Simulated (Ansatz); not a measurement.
# C3H9NSi: basis-set convergence

One table from this session's results is given with a row withheld; the runs are named, their logs left out.

The runs use Ansatz 0.2.0, Gaussian basis; one geometry, several basis sets.

The runs, in order: PBE0-D4/def2-SVP; ωB97M-V/def2-SVP; PBE0-D4/def2-QZVPP; ωB97M-V/def2-QZVPP; the functionals' def2-TZVPP values are taken from earlier runs.

## The geometry

All runs share one geometry, relaxed beforehand with PBE0-D4 in a triple-zeta def2 set.

SMILES `C=CN(C)[SiH3]`, 14 atoms, charge 0, spin multiplicity 1.

Atoms are counted from 1 here; the program's logs count them from 0.

Bond lengths: C1–C2 1.336 Å, C1–H6 1.081 Å, C1–H7 1.082 Å, C2–N3 1.380 Å, C2–H8 1.087 Å, N3–C4 1.444 Å, N3–Si5 1.732 Å, C4–H9 1.096 Å, C4–H10 1.097 Å, C4–H11 1.092 Å, Si5–H12 1.491 Å, Si5–H13 1.486 Å, Si5–H14 1.483 Å. Angles: C2–C1–H6 119.4°, C2–C1–H7 123.1°, H6–C1–H7 117.5°, C1–C2–N3 126.9°, C1–C2–H8 119.4°, N3–C2–H8 113.7°, C2–N3–C4 117.3°, C2–N3–Si5 122.4°, C4–N3–Si5 119.8°, N3–C4–H9 110.6°, N3–C4–H10 111.6°, N3–C4–H11 110.1°, H9–C4–H10 108.0°, H9–C4–H11 108.1°, H10–C4–H11 108.3°, N3–Si5–H12 112.8°, N3–Si5–H13 108.9°, N3–Si5–H14 107.4° and more.

Set-up of the first run:

The input, in.yaml:

```yaml
crystal:
  periodic: [false, false, false]
  atoms:
    - {symbol: C, position_ang: [-1.862054, 1.139328, -0.107017]}
    - {symbol: C, position_ang: [-1.151590, 0.029842, -0.327262]}
    - {symbol: N, position_ang: [0.193326, -0.154357, -0.080708]}
    - {symbol: C, position_ang: [0.925401, 0.963209, 0.468490]}
    - {symbol: Si, position_ang: [0.957000, -1.703441, -0.206558]}
    - {symbol: H, position_ang: [-2.911043, 1.156957, -0.366585]}
    - {symbol: H, position_ang: [-1.437983, 2.037353, 0.322223]}
    - {symbol: H, position_ang: [-1.640645, -0.841374, -0.754686]}
    - {symbol: H, position_ang: [0.848870, 1.835511, -0.189942]}
    - {symbol: H, position_ang: [0.545002, 1.249262, 1.456463]}
    - {symbol: H, position_ang: [1.981688, 0.706593, 0.569549]}
    - {symbol: H, position_ang: [1.176141, -2.348226, 1.119310]}
    - {symbol: H, position_ang: [2.288440, -1.533507, -0.845172]}
    - {symbol: H, position_ang: [0.074548, -2.566450, -1.029406]}
basis:
  gaussian: {orbitals: def2-SVP}
hamiltonian: {xc: pbe0, dispersion: d4}
output: {orbitals: {seedname: orbitals}}
```

Among the steps run: PBE0-D4 in def2-SVP; ωB97M-V in def2-SVP; PBE0-D4 in def2-QZVPP; ωB97M-V in def2-QZVPP.

One table of the session follows, with a row left open; its other results are not shown here.

It belongs to the step «Density functionals: the series». 

```
functional       basis  HOMO (eV)  LUMO (eV)
   PBE0-D4    def2-SVP      -5.90       0.81
   PBE0-D4  def2-TZVPP      -6.01       0.37
   PBE0-D4  def2-QZVPP          ?          ?
   ωB97M-V    def2-SVP      -8.07       2.70
   ωB97M-V  def2-TZVPP      -8.19       2.02
   ωB97M-V  def2-QZVPP      -8.20       1.58
```

Q: Estimate the row for PBE0-D4, def2-QZVPP from the others.

As computed: HOMO (eV): -6.03; LUMO (eV): 0.21. In the column «HOMO (eV)» it lies between ωB97M-V, def2-SVP (-8.07) and PBE0-D4, def2-TZVPP (-6.01).
